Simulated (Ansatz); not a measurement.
**C2H7BO (SMILES CB(C)O): a rigid scan of the angle H10–C3–H9**

The task here is to estimate one member of a computed series from the others.

Program: Ansatz 0.2.0, Gaussian basis. Level of theory: single points in def2-TZVPP. These are calculated values, not measurements.

Levels: PBE-D4, r2SCAN-D4, PBE0-D4, B3LYP-D4, wB97M-V, Hartree-Fock, MP2, CCSD, CCSD(T). The scan takes 87.6, 92.1, 96.6, 101.1, 105.6, 110.1, 114.6, 119.1, 123.6°.

Correlated methods freeze the cores. B3LYP uses VWN-RPA correlation.

28 further runs of the same task are left out: 28 set aside as unsound or not needed.

### The system as given

The minimum, relaxed at PBE0-D4: SMILES `CB(C)O`, 11 atoms, charge 0, spin multiplicity 1.

Atoms are counted from 1 here; the program's logs count them from 0.

Bond lengths: C1–B2 1.569 Å, C1–H5 1.091 Å, C1–H6 1.097 Å, C1–H7 1.094 Å, B2–C3 1.576 Å, B2–O4 1.364 Å, C3–H8 1.094 Å, C3–H9 1.097 Å, C3–H10 1.094 Å, O4–H11 0.961 Å. Angles: B2–C1–H5 112.9°, B2–C1–H6 109.3°, B2–C1–H7 111.9°, H5–C1–H6 107.7°, H5–C1–H7 109.0°, H6–C1–H7 105.7°, C1–B2–C3 122.0°, C1–B2–O4 116.9°, C3–B2–O4 121.1°, B2–C3–H8 114.6°, B2–C3–H9 109.2°, B2–C3–H10 111.5°, H8–C3–H9 107.3°, H8–C3–H10 108.1°, H9–C3–H10 105.6°, B2–O4–H11 112.9°.

Geometry (Å):

```
C    -0.0822    1.3508   -0.6170
B    -0.2149   -0.1751   -0.2757
C     0.4732   -0.8109    0.9913
O    -0.9554   -0.9360   -1.1315
H    -0.4326    1.5936   -1.6216
H    -0.6783    1.9352    0.0945
H     0.9464    1.7058   -0.5032
H     0.1481   -1.8298    1.2229
H     1.5582   -0.8416    0.8350
H     0.3208   -0.1948    1.8823
H    -1.0181   -1.8542   -0.8563
```

Energies of the minimum (eV), from earlier single points: PBE-D4 -4909.13463, r2SCAN-D4 -4912.72953, PBE0-D4 -4909.78566, B3LYP-D4 -4916.23261, wB97M-V -4913.17659, CCSD(T) -4905.38075.

At the minimum the angle H10–C3–H9 is 105.6°.

Set-up of the first run:

Contents of ccsdt-tzvpp/in.yaml:

```yaml
crystal:
  periodic: [false, false, false]
  atoms:
    - {symbol: C, position_ang: [-0.082163, 1.350794, -0.616962]}
    - {symbol: B, position_ang: [-0.214937, -0.175108, -0.275693]}
    - {symbol: C, position_ang: [0.473224, -0.810935, 0.991314]}
    - {symbol: O, position_ang: [-0.955362, -0.935990, -1.131542]}
    - {symbol: H, position_ang: [-0.432578, 1.593603, -1.621606]}
    - {symbol: H, position_ang: [-0.678274, 1.935156, 0.094511]}
    - {symbol: H, position_ang: [0.946445, 1.705832, -0.503211]}
    - {symbol: H, position_ang: [0.148132, -1.829765, 1.222873]}
    - {symbol: H, position_ang: [1.558181, -0.841622, 0.834970]}
    - {symbol: H, position_ang: [0.663311, -0.181454, 1.865572]}
    - {symbol: H, position_ang: [-1.018057, -1.854203, -0.856323]}
basis:
  gaussian: {orbitals: def2-TZVPP}
correlation: {method: ccsd_t}
```

No record of the launch command was kept for these runs.

Among the steps run: H10–C3–H9 = 87.6°; H10–C3–H9 = 92.1°; H10–C3–H9 = 96.6°; H10–C3–H9 = 101.1°; H10–C3–H9 = 105.6°; H10–C3–H9 = 110.1°; H10–C3–H9 = 114.6°; H10–C3–H9 = 119.1°; H10–C3–H9 = 123.6°.

One of the session's tables, all rows but one given; the rest of the session is left out.

It belongs to the step «The curves». Energies less that of the minimum at the same level (kcal/mol):

| angle (°) | PBE-D4 | PBE0-D4 | B3LYP-D4 | wB97M-V | Hartree-Fock |
| --- | --- | --- | --- | --- | --- |
| 87.6 | 5.1 | 5.4 | 5.5 | 5.5 | 6.5 |
| 92.1 | 2.9 | 3.1 | 3.1 | 3.1 | 3.7 |
| 96.6 | 1.3 | 1.4 | 1.4 | 1.4 | 1.7 |
| 101.1 | 0.3 | 0.3 | 0.3 | 0.4 | 0.4 |
| 105.6 | 0.0 | 0.0 | 0.0 | 0.0 | 0.0 |
| 105.6 (minimum) | 0.0 | 0.0 | 0.0 | 0.0 | 0.0 |
| 110.1 | 0.3 | 0.3 | 0.3 | 0.3 | 0.3 |
| 114.6 | ? | ? | ? | ? | ? |
| 119.1 | 2.9 | 3.0 | 3.0 | 2.9 | 3.3 |
| 123.6 | 5.1 | 5.3 | 5.4 | 5.2 | 5.9 |

Estimate the missing values for angle (°) = 114.6.

Worked estimate for «PBE-D4». A straight line through the neighbours (110.1, 0.3) and (119.1, 2.9) gives 0.3 + (2.9 − 0.3) × (114.6 − 110.1) / (119.1 − 110.1) = 1.6; a parabola fitted to 4 rows on both sides gives 1.3.

**Answer.** PBE-D4: 1.3; PBE0-D4: 1.3; B3LYP-D4: 1.3; wB97M-V: 1.3; Hartree-Fock: 1.4. In «PBE-D4» the line misses by +0.3 and the parabola by 0.0.
